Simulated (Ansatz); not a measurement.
Working through a ladder of methods at one geometry of CH5BrFNSi, SMILES CN[SiH](F)Br

With Ansatz's Python interface.

Notebook, run cell by cell (the value of a cell's last expression is shown):

```python
from pathlib import Path

import ansatz as az
import numpy as np
```

```python
BASIS = "def2-SVP"

geometry = (
    az.Crystal.molecule()
    .atom("C", (-1.2238, 0.0429, -0.5949))
    .atom("N", (-0.1394, -0.6825, -0.1263))
    .atom("Si", (1.0655, -0.0421, 0.84))
    .atom("F", (0.493, 0.9148, 1.9424))
    .atom("Br", (2.4343, 1.1206, -0.4675))
    .atom("H", (-0.962, 0.9116, -1.2796))
    .atom("H", (-1.9209, -0.5668, -1.1608))
    .atom("H", (-1.8087, 0.5348, 0.2143))
    .atom("H", (0.3128, -1.1226, -0.8725))
    .atom("H", (1.8322, -1.1619, 1.5078))
)
```

```python
calc = geometry.calculation().basis(gaussian=BASIS)
```

```python
print("functional    E (Ha)        dipole (D)   HOMO (eV)  LUMO (eV)")
for name in ["lda", "blyp", "hf", "pbe0"]:
    r = calc.functional(name).forces().orbitals().run(threads=1, pin="off", runs_dir="runs").report
    lines = Path(r["orbitals_path"]).read_text().splitlines()
    field_of = lambda key: [line.split("=")[1].strip() for line in lines if line.startswith(key)]
    orbitals = [(27.211386 * float(e), s, float(n)) for e, s, n in zip(field_of("Ene="), field_of("Spin="), field_of("Occup="))]
    homo = max(e for e, _, n in orbitals if n > 0.5)
    lumo = min(e for e, _, n in orbitals if n < 0.5)
    dipole = 4.803205 * np.linalg.norm(r["charge_distribution"]["dipole_moment_e_ang"])
    print(f"{name:10s} {r['free_energy_ev'] / 27.211386246:14.6f} {dipole:9.3f} {homo:11.3f} {lumo:10.3f}")
```

    functional    E (Ha)        dipole (D)   HOMO (eV)  LUMO (eV)
    lda          -3052.727252     1.915      -5.990     -0.106
    blyp         -3058.873233     1.813      -5.740      0.301
    hf           -3055.581323     2.036     -10.782      4.476
    pbe0         -3058.294931     1.937      -7.352      1.058

Notes:
- Total energies depend on the basis set; only differences at equal settings carry meaning.
- The geometry is a force-field or estimated start, not a minimum of this method, and the basis set is short of its limit. A lower total doesn't mark the better method: functionals have no common bound, and MP2 and coupled cluster aren't variational.
- Levels such as HOMO and LUMO are orbital energies: with these approximate functionals they aren't the ionisation energy and electron affinity, and their gap isn't the fundamental gap.
- Hardware and time: 9.7 s on 1 thread of Intel(R) Xeon(R) 6975P-C (Granite Rapids), with other jobs on the host, peak memory 0.35 GiB.

(Lines on the test bed's own set-up are left out of the output.)
